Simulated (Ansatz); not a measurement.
Sn, space group Im-3m: an all-electron equation of state, run with the Ansatz DFT code, driven from Python.

`eos_lapw.py`:
```python
"""E(V) of Sn on LAPW."""

import ansatz as az
from ase.eos import EquationOfState
from ase.units import GPa
import numpy as np

VECTORS = np.array([
    [-1.894652, 1.894652, 1.894652],
    [1.894652, -1.894652, 1.894652],
    [1.894652, 1.894652, -1.894652],
])
SITES = [
    ("Sn", (0.0, 0.0, 0.0)),
]


def make_crystal(cell):
    crystal = az.Crystal(lattice=az.Lattice.of(cell))
    for symbol, position in SITES:
        crystal = crystal.atom(symbol, position)
    return crystal


def main() -> None:
    volumes, energies = [], []
    for scale in np.linspace(0.92, 1.08, 5):
        cell = VECTORS * scale ** (1 / 3)
        setup = (
            make_crystal(cell).calculation()
            .functional("pbesol")
            .occupations("cold", width=0.1)
            .kpoints(11, 11, 11)
            .pseudopotentials("all_electron", lapw=True)
        )
        report = setup.run(threads=1).report
        volumes.append(abs(np.linalg.det(cell)) / len(SITES))
        energies.append(report["free_energy_ev"] / len(SITES))
        print(f"{scale:.3f} {volumes[-1]:9.4f} A^3/atom {energies[-1]:16.5f} eV/atom  (estimated basis error {1000 * report['lapw_basis_errors']['total_ev_per_atom']:.2f} meV/atom)")
    v0, e0, bulk = EquationOfState(volumes, energies, eos="birchmurnaghan").fit()
    print(f"V0 = {v0:.4f} A^3/atom, B0 = {bulk / GPa:.1f} GPa")


if __name__ == "__main__":
    main()
```

Its results, one of them left out:

| V (Å³/atom) | F less the lowest row shown (meV/atom) |
| --- | --- |
| 25.029 | ? |
| 26.117 | 0.00 |
| 27.205 | 4.46 |
| 28.293 | 21.64 |
| 29.381 | 49.01 |

What is the missing energy at 25.029 Å³ an atom?

A third-order Birch-Murnaghan fit, E = E0 + (9 V0 B0 / 16) [(t - 1)³ B' + (t - 1)² (6 - 4t)] with t = (V0/V)^(2/3), through the 4 rows shown gives V0 = 26.320 Å³, B0 = 54.0 GPa, B' = 4.38 and E0 = -0.27 meV. At V = 25.029 Å³, t = 1.03412, and the fit extrapolates to 11.43 meV. The run gave 11.99 meV, a miss of 0.56 meV.

Reading the output:
- For a metal this k-point mesh is coarse: on a finer one energies can move by several to tens of meV an atom and pressures by half a GPa or more, differences at one mesh by less.
- This isn't the structure that Sn takes at ambient conditions.
- Wall time of the script: 18 s on 1 thread of Intel(R) Xeon(R) Processor @ 2.30GHz, on a shared host, peak memory 0.41 GiB.
